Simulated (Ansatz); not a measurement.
# The gold atom: a ladder of functionals and wavefunction methods

One table from this session's results is given with a row withheld; the runs are named, their logs left out.

Method: functionals in def2-TZVPP, the program's frozen cores in correlated methods; program: Ansatz 0.2.0, Gaussian basis.

Plan: LDA (SPW92), PBE, revPBE, BLYP, r2SCAN, B97M-V, PBE0, B3LYP, r2SCANh, r2SCAN0, HSE06, BHLYP, CAM-B3LYP, LC-ωPBE, ωB97X-V, ωB97M-V, B2PLYP, PBE-QIDH; CCSD(T)/def2-SVP; CCSD(T)/def2-TZVPP; CCSD(T)/def2-QZVPP; extrapolation to the limit; RPA on PBE.

### The atom

SMILES `[Au]`, 1 atom, charge 0, spin multiplicity 2.

Au takes the def2 core potential; no spin-orbit term is included.

The first run:

in.yaml

```yaml
crystal:
  periodic: [false, false, false]
  atoms:
    - {symbol: Au, position_ang: [0.000000, 0.000000, 0.000000]}
basis:
  gaussian: {orbitals: def2-TZVPP}
magnetization: {spin_polarized: true, initial_magnetization: 1}
hamiltonian: {xc: lda}
output: {orbitals: {seedname: orbitals}}
```

Among the steps run: LDA; PBE (GGA); revPBE (GGA); BLYP (GGA); r2SCAN (meta-GGA); B97M-V (meta-GGA); PBE0 (hybrid); B3LYP (hybrid); r2SCANh (hybrid); r2SCAN0 (hybrid); HSE06 (hybrid); BHLYP (hybrid); CAM-B3LYP (range-separated); LC-ωPBE (range-separated); ωB97X-V (range-separated); ωB97M-V (range-separated); B2PLYP (double hybrid); PBE-QIDH (double hybrid).

One table of the session follows, with a row left open; its other results are not shown here.

It belongs to the step «Orbital energies across the functionals». Levels, from each run's orbital file (highest filled and lowest empty over both spins):

| functional | HOMO (eV) | LUMO (eV) | gap (eV) |
| --- | --- | --- | --- |
| LDA (SPW92) | ? | ? | ? |
| PBE | -6.01 | -5.29 | 0.72 |
| revPBE | -5.93 | -5.15 | 0.78 |
| BLYP | -5.91 | -5.38 | 0.53 |
| r2SCAN | -6.31 | -4.91 | 1.40 |
| B97M-V | -5.68 | -4.99 | 0.69 |
| PBE0 | -6.69 | -4.04 | 2.65 |
| B3LYP | -6.60 | -4.56 | 2.04 |
| r2SCANh | -6.58 | -4.48 | 2.10 |
| r2SCAN0 | -6.98 | -3.85 | 3.13 |
| HSE06 | -6.31 | -4.43 | 1.87 |
| BHLYP | -7.24 | -3.07 | 4.17 |
| CAM-B3LYP | -7.83 | -3.05 | 4.78 |
| LC-ωPBE | -8.81 | -1.38 | 7.43 |
| ωB97X-V | -8.49 | -1.81 | 6.68 |
| ωB97M-V | -8.46 | -2.06 | 6.40 |

Q: Estimate the row for LDA (SPW92) from the others.

**Answer.** HOMO (eV): -6.30; LUMO (eV): -5.71; gap (eV): 0.59. In the column «HOMO (eV)» it lies between HSE06 (-6.31) and PBE (-6.01).
